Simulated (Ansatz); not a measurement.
# C₂H₄ClIn: an energy map over angle Cl1–C2–H5 and angle C3–C2–H5

Aim: map the energy of C2H4ClIn over two coordinates, and find its wells, ridges and stiffness.

Method: RKS PBE-D4/def2-TZVP; program: Ansatz 0.2.0.

## Step 1: Where the work starts

8 atoms, charge 0, spin multiplicity 1.

Atoms are counted from 1 here; the program's logs count them from 0.

Bond lengths: Cl1–C2 1.749 Å, C2–C3 1.348 Å, C2–H5 1.101 Å, C3–H6 1.101 Å, C3–H7 1.099 Å, In4–H8 1.891 Å. Angles: Cl1–C2–C3 122.0°, Cl1–C2–H5 113.3°, C3–C2–H5 124.7°, C2–C3–H6 119.1°, C2–C3–H7 122.2°, H6–C3–H7 118.6°.

Geometry (Å):

```mol
C2H4ClIn
  3D, bonds by distance, orders not assigned

  8  6  0  0  0  0  0  0  0  0999 V2000
   -2.0100    0.5269   -0.3500 Cl  0  0
   -0.2964    0.7442   -0.6227 C   0  0
    0.5990    0.6983    0.3835 C   0  0
   -0.1545   -2.2544   -0.6246 In  0  0
   -0.0456    0.9469   -1.6755 H   0  0
    1.6663    0.8514    0.1591 H   0  0
    0.3006    0.5142    1.4253 H   0  0
    0.0328   -2.0847    1.2492 H   0  0
  1  2  8  0
  2  3  8  0
  2  5  8  0
  3  6  8  0
  3  7  8  0
  4  8  8  0
M  END
```

This geometry comes from a loose relaxation at PBE in a small basis, which is not shown.

## Step 2: Relaxing the molecule

input.yaml

```yaml
crystal:
  periodic: [false, false, false]
  atoms:
    - { symbol: Cl, position_ang: [-2.01, 0.526881, -0.35001] }
    - { symbol: C, position_ang: [-0.296417, 0.744223, -0.622706] }
    - { symbol: C, position_ang: [0.598977, 0.698272, 0.383455] }
    - { symbol: In, position_ang: [-0.154517, -2.254447, -0.624579] }
    - { symbol: H, position_ang: [-0.045649, 0.946934, -1.67552] }
    - { symbol: H, position_ang: [1.666291, 0.851441, 0.159083] }
    - { symbol: H, position_ang: [0.300644, 0.514218, 1.425342] }
    - { symbol: H, position_ang: [0.032771, -2.084723, 1.249235] }
basis:
  gaussian: { orbitals: def2-TZVP }
hamiltonian:
  xc: pbe
  dispersion: d4
output:
  forces: true
relax:
  f_tol: 0.003
  max_steps: 120
```

Run with:

```bash
$ ansatz run input.yaml --threads 1 --pin off --max-ram 2560MiB --backend cpu --events-out ev --progress --plain --runs-dir out
```

The log of the run, shortened:

```text
Warning: RAYON_NUM_THREADS=1 ignored (pool sized by the plan → 1); use --threads N
[...]
Functional definition: PBE
[...]
1180 factors; their error is unknown
[...]
mean field -19827.80679493 eV, -728.6584599435 hartree, gradient 2.2e-5 eV, S^2 0.000000; 0 other end points of the search recorded, 0 dependent functions left out
[...]
reference -19827.80684662 eV, -728.6584618431 hartree; 27, 27 occupied and 146, 146 virtual orbitals, 1180 factors
relax step   1: F+E_penalty+E_count = -19828.04042050 eV  Δ(F+E_penalty+E_count) = +0.000e0 eV  max|allowed force component| = 3.631e-1 eV/Å  Δτ_max = 0.0000 Å  (34 SCF iters, accepted)
[...]
relax step   4: F+E_penalty+E_count = -19828.05003979 eV  Δ(F+E_penalty+E_count) = +2.413e-3 eV  max|allowed force component| = 1.974e-1 eV/Å  Δτ_max = 0.1106 Å  (31 SCF iters, rejected (line search))
[...]
relax step   7: F+E_penalty+E_count = -19828.05643405 eV  Δ(F+E_penalty+E_count) = -1.172e-3 eV  max|allowed force component| = 6.247e-2 eV/Å  Δτ_max = 0.1098 Å  (31 SCF iters, accepted)
[...]
relax step  10: F+E_penalty+E_count = -19828.05780872 eV  Δ(F+E_penalty+E_count) = -2.292e-4 eV  max|allowed force component| = 4.473e-2 eV/Å  Δτ_max = 0.0241 Å  (32 SCF iters, accepted)
[...]
relax step  13: F+E_penalty+E_count = -19828.05791855 eV  Δ(F+E_penalty+E_count) = +1.940e-5 eV  max|allowed force component| = 1.664e-2 eV/Å  Δτ_max = 0.0038 Å  (35 SCF iters, rejected (line search))
[...]
relax step  14: F+E_penalty+E_count = -19828.05794327 eV  Δ(F+E_penalty+E_count) = -5.313e-6 eV  max|allowed force component| = 3.267e-3 eV/Å  Δτ_max = 0.0018 Å  (34 SCF iters, accepted)
[...]
relax step  15: F+E_penalty+E_count = -19828.05794407 eV  Δ(F+E_penalty+E_count) = -8.090e-7 eV  max|allowed force component| = 1.885e-3 eV/Å  Δτ_max = 0.0008 Å  (34 SCF iters, accepted)
1180 factors; their error is unknown
[...]
mean field -19827.82455451 eV, -728.6591125962 hartree, gradient 1.1e-5 eV, S^2 0.000000; 1 other end points of the search recorded, 0 dependent functions left out
[...]
reference -19827.82460604 eV, -728.6591144899 hartree; 27, 27 occupied and 146, 146 virtual orbitals, 1180 factors
Total energy: -19828.05799561 eV, -728.6676913981 hartree
Atom 0 at    -2.066330     0.840016    -0.417484 Å, force     0.000901     0.000349    -0.000519 eV/Å
Atom 1 at    -0.342067     0.739963    -0.631729 Å, force    -0.001885    -0.000794     0.000324 eV/Å
Atom 2 at     0.501031     0.606605     0.404582 Å, force    -0.000694     0.000405    -0.000880 eV/Å
Atom 3 at    -0.127540    -2.199513    -0.591232 Å, force    -0.000246    -0.000124    -0.000591 eV/Å
Atom 4 at    -0.033302     0.852428    -1.670419 Å, force     0.000178     0.000105     0.000236 eV/Å
Atom 5 at     1.576336     0.579167     0.222285 Å, force     0.000506     0.000112     0.000896 eV/Å
Atom 6 at     0.157210     0.542779     1.434696 Å, force     0.000991    -0.000144     0.000052 eV/Å
Atom 7 at     0.426762    -2.018646     1.193601 Å, force     0.000250     0.000091     0.000482 eV/Å
Dipole moment:     0.195537     0.144010    -0.152505 e Å
```

Run time: 83 s. Hardware: 1 thread of Arm Neoverse V2, shared host; peak memory 0.35 GiB.

Along the way: (the energy doesn't fall at every step)

```csv
step,energy from step 1 (eV),largest force component (eV/Å)
1,0.0000,0.3631
2,-0.0081,0.1662
3,-0.0120,0.1249
4,-0.0096,0.1974
5,-0.0142,0.0221
6,-0.0148,0.0399
7,-0.0160,0.0625
8,-0.0166,0.0790
9,-0.0172,0.0568
10,-0.0174,0.0447
11,-0.0174,0.0156
12,-0.0175,0.0080
13,-0.0175,0.0166
14,-0.0175,0.0033
15,-0.0175,0.0019
```

Distances of close pairs at the start and the end, largest changes first:

```
  bond  before (Å)  after (Å)  change (Å)
In4–H8       1.891      1.878      -0.013
 C2–H5       1.101      1.089      -0.012
 C3–H7       1.099      1.088      -0.011
 C3–H6       1.101      1.091      -0.010
Cl1–C2       1.749      1.740      -0.008
 C2–C3       1.348      1.343      -0.005
```

## Step 3: Setting up the map

First coordinate, angle Cl1–C2–H5: 9 values from 78.1 to 148.1 °. Second coordinate, angle C3–C2–H5: 9 values from 79.6 to 169.6 °.

Nothing else is relaxed (all other coordinates rigid). Energies count from the relaxed molecule at the same level.

Of the runs on the grid, 3 are shown in the steps below; the others differ only in the two coordinates.

## Step 4: Grid point angle Cl1–C2–H5 = 86.8°, angle C3–C2–H5 = 158.4°

input.yaml

```yaml
crystal:
  periodic: [false, false, false]
  atoms:
    - { symbol: Cl, position_ang: [-1.97608, 0.93508, -1.198233] }
    - { symbol: C, position_ang: [-0.342067, 0.739963, -0.631729] }
    - { symbol: C, position_ang: [-0.221972, 0.586668, 0.69666] }
    - { symbol: In, position_ang: [-0.12754, -2.199513, -0.591232] }
    - { symbol: H, position_ang: [-0.033302, 0.852428, -1.670419] }
    - { symbol: H, position_ang: [0.770719, 0.489733, 1.138739] }
    - { symbol: H, position_ang: [-1.080542, 0.573495, 1.364572] }
    - { symbol: H, position_ang: [0.426762, -2.018646, 1.193601] }
basis:
  gaussian: { orbitals: def2-TZVP }
hamiltonian:
  xc: pbe
  dispersion: d4
output:
  forces: true
```

Run with:

```bash
$ ansatz run input.yaml --threads 1 --pin off --max-ram 2560MiB --backend cpu --events-out ev --progress --plain --runs-dir out
```

The log of the run, shortened:

```text
Warning: RAYON_NUM_THREADS=1 ignored (pool sized by the plan → 1); use --threads N
[...]
Functional definition: PBE
[...]
1180 factors; their error is unknown
[...]
mean field -19826.92155288 eV, -728.6259278981 hartree, gradient 1.2e-5 eV, S^2 0.000000; 0 other end points of the search recorded, 0 dependent functions left out
[...]
reference -19826.92160414 eV, -728.6259297821 hartree; 27, 27 occupied and 146, 146 virtual orbitals, 1180 factors
Total energy: -19827.15365056 eV, -728.6344573307 hartree
Atom 0 at    -1.976080     0.935080    -1.198233 Å, force    -2.390711     0.226608    -0.154735 eV/Å
Atom 1 at    -0.342067     0.739963    -0.631729 Å, force    -1.943203     0.022520    -0.341959 eV/Å
Atom 2 at    -0.221972     0.586668     0.696660 Å, force     1.883452    -0.012309    -0.362581 eV/Å
Atom 3 at    -0.127540    -2.199513    -0.591232 Å, force     0.100206    -0.006897     0.006699 eV/Å
Atom 4 at    -0.033302     0.852428    -1.670419 Å, force     2.580751    -0.183572     0.832857 eV/Å
Atom 5 at     0.770719     0.489733     1.138739 Å, force    -0.044541     0.012665     0.118908 eV/Å
Atom 6 at    -1.080542     0.573495     1.364572 Å, force    -0.088140     0.001761    -0.147586 eV/Å
Atom 7 at     0.426762    -2.018646     1.193601 Å, force    -0.097813    -0.060776     0.048397 eV/Å
Dipole moment:     0.145482     0.072333    -0.042836 e Å
```

Run time: 4.8 s. Hardware: 1 thread of Arm Neoverse V2, shared host; peak memory 0.2 GiB.

Energy on the map's scale: 87 kJ/mol.

## Step 5: Point angle Cl1–C2–H5 = 104.3°, angle C3–C2–H5 = 158.4°

Edit input.yaml of step 4 so:

```diff
@@ -3,3 +3,3 @@
   atoms:
-    - { symbol: Cl, position_ang: [-1.97608, 0.93508, -1.198233] }
+    - { symbol: Cl, position_ang: [-2.076482, 0.875219, -0.681785] }
     - { symbol: C, position_ang: [-0.342067, 0.739963, -0.631729] }
```

Run with:

```bash
$ ansatz run input.yaml --threads 1 --pin off --max-ram 2560MiB --backend cpu --events-out ev --progress --plain --runs-dir out
```

The log of the run, shortened:

```text
Warning: RAYON_NUM_THREADS=1 ignored (pool sized by the plan → 1); use --threads N
[...]
Functional definition: PBE
[...]
1180 factors; their error is unknown
[...]
mean field -19826.55377358 eV, -728.6124122582 hartree, gradient 3.0e-5 eV, S^2 0.000000; 0 other end points of the search recorded, 0 dependent functions left out
[...]
reference -19826.55382492 eV, -728.6124141448 hartree; 27, 27 occupied and 146, 146 virtual orbitals, 1180 factors
Total energy: -19826.78709337 eV, -728.6209866022 hartree
Atom 0 at    -2.076482     0.875219    -0.681785 Å, force    -3.000663     0.473282    -2.365885 eV/Å
Atom 1 at    -0.342067     0.739963    -0.631729 Å, force    -2.752134    -0.130705     0.902520 eV/Å
Atom 2 at    -0.221972     0.586668     0.696660 Å, force     4.131393    -0.255992     0.580230 eV/Å
Atom 3 at    -0.127540    -2.199513    -0.591232 Å, force     0.083833     0.033829    -0.007485 eV/Å
Atom 4 at    -0.033302     0.852428    -1.670419 Å, force     1.310842    -0.044503     0.630547 eV/Å
Atom 5 at     0.770719     0.489733     1.138739 Å, force     0.128175     0.016174     0.272875 eV/Å
Atom 6 at    -1.080542     0.573495     1.364572 Å, force     0.234517    -0.050867    -0.044482 eV/Å
Atom 7 at     0.426762    -2.018646     1.193601 Å, force    -0.135964    -0.041218     0.031680 eV/Å
Dipole moment:     0.192560     0.057014    -0.100628 e Å
```

It took 5.2 s on 1 thread of Arm Neoverse V2, shared host; peak memory 0.2 GiB.

That is 123 kJ/mol from the zero.

## Step 6: Grid point angle Cl1–C2–H5 = 113.1°, angle C3–C2–H5 = 124.6°

input.yaml

```yaml
crystal:
  periodic: [false, false, false]
  atoms:
    - { symbol: Cl, position_ang: [-2.066305, 0.839987, -0.417271] }
    - { symbol: C, position_ang: [-0.342067, 0.739963, -0.631729] }
    - { symbol: C, position_ang: [0.501487, 0.606639, 0.404216] }
    - { symbol: In, position_ang: [-0.12754, -2.199513, -0.591232] }
    - { symbol: H, position_ang: [-0.033302, 0.852428, -1.670419] }
    - { symbol: H, position_ang: [1.576714, 0.579255, 0.221453] }
    - { symbol: H, position_ang: [0.158115, 0.542787, 1.434478] }
    - { symbol: H, position_ang: [0.426762, -2.018646, 1.193601] }
basis:
  gaussian: { orbitals: def2-TZVP }
hamiltonian:
  xc: pbe
  dispersion: d4
output:
  forces: true
```

Run with:

```bash
$ ansatz run input.yaml --threads 1 --pin off --max-ram 2560MiB --backend cpu --events-out ev --progress --plain --runs-dir out
```

The log of the run, shortened:

```text
Warning: RAYON_NUM_THREADS=1 ignored (pool sized by the plan → 1); use --threads N
[...]
Functional definition: PBE
[...]
1180 factors; their error is unknown
[...]
mean field -19827.82456956 eV, -728.6591131492 hartree, gradient 1.4e-5 eV, S^2 0.000000; 0 other end points of the search recorded, 0 dependent functions left out
[...]
reference -19827.82462112 eV, -728.6591150438 hartree; 27, 27 occupied and 146, 146 virtual orbitals, 1180 factors
Total energy: -19828.05800826 eV, -728.6676918631 hartree
Atom 0 at    -2.066305     0.839987    -0.417271 Å, force     0.002513     0.000157     0.000039 eV/Å
Atom 1 at    -0.342067     0.739963    -0.631729 Å, force    -0.000133    -0.000684    -0.001223 eV/Å
Atom 2 at     0.501487     0.606639     0.404216 Å, force    -0.002692     0.000502     0.000818 eV/Å
Atom 3 at    -0.127540    -2.199513    -0.591232 Å, force    -0.000308    -0.000240    -0.000656 eV/Å
Atom 4 at    -0.033302     0.852428    -1.670419 Å, force    -0.001197     0.000210    -0.000443 eV/Å
Atom 5 at     1.576714     0.579255     0.221453 Å, force     0.000382     0.000067     0.000707 eV/Å
Atom 6 at     0.158115     0.542787     1.434478 Å, force     0.001156    -0.000126     0.000298 eV/Å
Atom 7 at     0.426762    -2.018646     1.193601 Å, force     0.000279     0.000115     0.000459 eV/Å
Dipole moment:     0.195510     0.144113    -0.152560 e Å
```

Wall time 5.2 s (1 thread of Arm Neoverse V2, shared host); peak memory 0.2 GiB.

That is 0 kJ/mol from the zero.

## Step 7: Energy over the grid

80 points were computed, and 1 have no value (skipped by design, atoms too close, or no result). Energies in kJ/mol, from the relaxed molecule at the same level:

```csv
"angle C3–C2–H5 (°) ↓, angle Cl1–C2–H5 (°) →",78.1,86.8,95.6,104.3,113.1,121.8,130.6,139.3,148.1
169.6,149,144,181,278,473,827,1381,2044,–
158.4,118,87,87,123,211,382,697,1214,1755
147.1,110,62,40,43,79,158,310,579,1046
135.9,122,63,25,10,18,52,126,258,495
124.6,152,85,38,10,0,10,44,110,228
113.4,199,127,73,36,15,10,23,55,116
102.1,260,188,130,88,59,44,42,55,87
90.9,331,264,208,163,129,107,96,97,111
79.6,407,354,305,263,228,202,185,176,178
```

On the same grid, largest force on an atom (eV/Å):

```csv
"angle C3–C2–H5 (°) ↓, angle Cl1–C2–H5 (°) →",78.1,86.8,95.6,104.3,113.1,121.8,130.6,139.3,148.1
169.6,3.5,3.4,4.8,7.7,13.1,21.6,26.1,45.3,–
158.4,3.6,2.7,2.9,4.2,6.6,11.3,19.2,27.5,33.2
147.1,3.5,2.6,1.9,2.2,3.4,5.5,9.7,16.6,25.8
135.9,3.4,2.4,1.6,1.0,1.5,2.6,4.7,8.3,14.3
124.6,3.7,3.0,2.1,1.1,0.0,1.0,2.0,3.9,7.0
113.4,4.7,4.2,3.4,2.4,1.4,1.0,1.4,2.3,3.4
102.1,5.2,5.1,4.5,3.6,2.7,2.1,2.1,2.3,2.8
90.9,4.8,5.3,5.1,4.5,3.7,3.3,3.1,3.3,3.4
79.6,3.5,4.5,4.9,4.7,4.4,4.4,4.3,4.5,4.6
```

On the same grid, dipole moment (D):

| angle C3–C2–H5 (°) ↓, angle Cl1–C2–H5 (°) → | 78.1 | 86.8 | 95.6 | 104.3 | 113.1 | 121.8 | 130.6 | 139.3 | 148.1 |
| --- | --- | --- | --- | --- | --- | --- | --- | --- | --- |
| 169.6 | 0.58 | 0.72 | 0.87 | 1.00 | 1.10 | 1.14 | 1.00 | 1.28 | – |
| 158.4 | 0.66 | 0.81 | 0.95 | 1.08 | 1.19 | 1.27 | 1.29 | 1.00 | 1.06 |
| 147.1 | 0.77 | 0.90 | 1.03 | 1.14 | 1.24 | 1.33 | 1.40 | 1.42 | 1.24 |
| 135.9 | 0.91 | 1.01 | 1.11 | 1.20 | 1.29 | 1.37 | 1.45 | 1.50 | 1.52 |
| 124.6 | 1.10 | 1.17 | 1.24 | 1.31 | 1.38 | 1.44 | 1.51 | 1.56 | 1.60 |
| 113.4 | 1.35 | 1.39 | 1.43 | 1.47 | 1.52 | 1.56 | 1.61 | 1.65 | 1.68 |
| 102.1 | 1.66 | 1.66 | 1.67 | 1.69 | 1.71 | 1.73 | 1.75 | 1.77 | 1.79 |
| 90.9 | 2.01 | 1.95 | 1.93 | 1.91 | 1.91 | 1.91 | 1.91 | 1.92 | 1.92 |
| 79.6 | 2.38 | 2.27 | 2.20 | 2.14 | 2.11 | 2.08 | 2.06 | 2.05 | 2.05 |

## Step 8: Summary of results

| quantity | value |
| --- | --- |
| lowest point | angle Cl1–C2–H5 = 113.1°, angle C3–C2–H5 = 124.6°, 0 kJ/mol |
| highest computed point (blank points may lie higher) | angle Cl1–C2–H5 = 139.3°, angle C3–C2–H5 = 169.6°, 2044 kJ/mol above the lowest |
| largest force on an atom (eV/Å) | 0.0 at angle Cl1–C2–H5 = 113.1°, angle C3–C2–H5 = 124.6° to 45.3 at angle Cl1–C2–H5 = 139.3°, angle C3–C2–H5 = 169.6°; 0.0 at the lowest point |
| dipole moment (D) | 0.58 at angle Cl1–C2–H5 = 78.1°, angle C3–C2–H5 = 169.6° to 2.38 at angle Cl1–C2–H5 = 78.1°, angle C3–C2–H5 = 79.6°; 1.38 at the lowest point |
| time for the whole task | 9.4 min on 1 thread, shared host |

What this shows: The lowest computed point is at angle Cl1–C2–H5 = 113.1°, angle C3–C2–H5 = 124.6°, 0 kJ/mol from the relaxed molecule at the same level. The highest computed point, angle Cl1–C2–H5 = 139.3°, angle C3–C2–H5 = 169.6°, lies 2044 kJ/mol above the lowest. Between some neighbouring points the energy changes steeply, from close contacts of the rigid frames or a change of state; the map doesn't tell which.
